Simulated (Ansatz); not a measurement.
**BGeH (singlet): the correlation ladder at distance B2–H3 = 1.075 Å, cc-pVTZ**

The task here is to estimate one member of a computed series from the others.

Computed with Ansatz 0.2.0, Gaussian basis. Level: cc-pVTZ, core rule «outside noble gas», up to 15 orbitals frozen.

The runs, in order: UHF; CCSD(T) on RHF; CCSD(T) on UHF; BCCD(T) on RHF; CISD; CCSDT(Q) on RHF; CASSCF and NEVPT2, 8 electrons in 9 orbitals.

28 further runs of the same task are left out: 2 for a mislabelled method, 1 for a known fault of the program, 22 that didn't finish, 3 set aside as unsound or not needed.

## What is computed

The geometry derives from a PBE0/def2-TZVP stationary point (not a proven minimum). One bond is set to the value named and the two fragments are kept rigid. No spin-orbit coupling is included. The filled d shell of Ge may be among the frozen orbitals whatever the setting's name suggests; the logs give the count.

3 atoms, charge 0, spin multiplicity 1.

Atoms are counted from 1 here; the program's logs count them from 0.

Bond lengths: Ge1–B2 1.963 Å, B2–H3 1.075 Å. Angles: Ge1–B2–H3 180.0°.

Geometry (Å):

| atom | x (Å) | y (Å) | z (Å) |
| --- | --- | --- | --- |
| Ge1 | 0.0000 | 0.0000 | 1.6669 |
| B2 | 0.0000 | 0.0000 | -0.2959 |
| H3 | 0.0000 | 0.0000 | -1.3709 |

Set-up of the first run:

Contents of in.yaml:

```yaml
crystal:
  periodic: [false, false, false]
  atoms:
    - {symbol: Ge, position_ang: [0.000000, 0.000000, 1.666873]}
    - {symbol: B, position_ang: [0.000000, 0.000000, -0.295937]}
    - {symbol: H, position_ang: [0.000000, 0.000000, -1.370937]}
basis:
  gaussian: {orbitals: cc-pVTZ}
magnetization: {spin_polarized: true, initial_magnetization: 0}
hamiltonian: {xc: hf}
output: {orbitals: {seedname: orbitals}}
```

Run with:

```console
ansatz run in.yaml --threads 1 --pin off --events-out ev --progress --plain --max-ram 2393MiB
```

Among the steps run: UHF; CCSD(T) on RHF; CCSD(T) on UHF; BCCD(T) on RHF; CISD; CCSDT(Q) on RHF; CASSCF and NEVPT2, 8 electrons in 9 orbitals.

One table of the session follows, with a row left open; its other results are not shown here.

It belongs to the step «Misses and costs». 

| method | from RCCSDT(Q) (meV) |
| --- | --- |
| RHF | +5840.8 |
| UHF | +4946.7 |
| RMP2 | +1298.8 |
| UMP2 | +793.7 |
| CISD | +852.9 |
| RCCSD | ? |
| UCCSD | +0.4 |
| RCCSD(T) | +168.7 |
| UCCSD(T) | -254.4 |
| BCCD(T) | +169.1 |
| RCCSDT | +74.8 |
| RCCSDT(Q) | 0 |
| CASSCF valence | +3393.4 |
| NEVPT2 valence | +980.6 |

Estimate the missing values for RCCSD.

The run gave: from RCCSDT(Q) (meV): +438.0. In the column «from RCCSDT(Q) (meV)» it lies between BCCD(T) (+169.1) and UMP2 (+793.7).

The program flags UCCSD(T), RCCSDT(Q) as in doubt (see the logs), so the zero of the table is itself unsure.

To keep in mind: The determinant is far from a pure spin state, so its energy mixes those of several spin states (harmless only where they are near-degenerate, as at dissociation). The report flags that the cluster equations may have other roots. The program flags UCCSD(T), RCCSDT(Q) as in doubt, so the zero of the table is itself unsure. Warnings: restricted reference is unstable; spin contamination. Restricted and unrestricted rows rest on different reference determinants; where their highest levels disagree by more than a few hundredths of an eV, they describe different states and don't form one ladder.
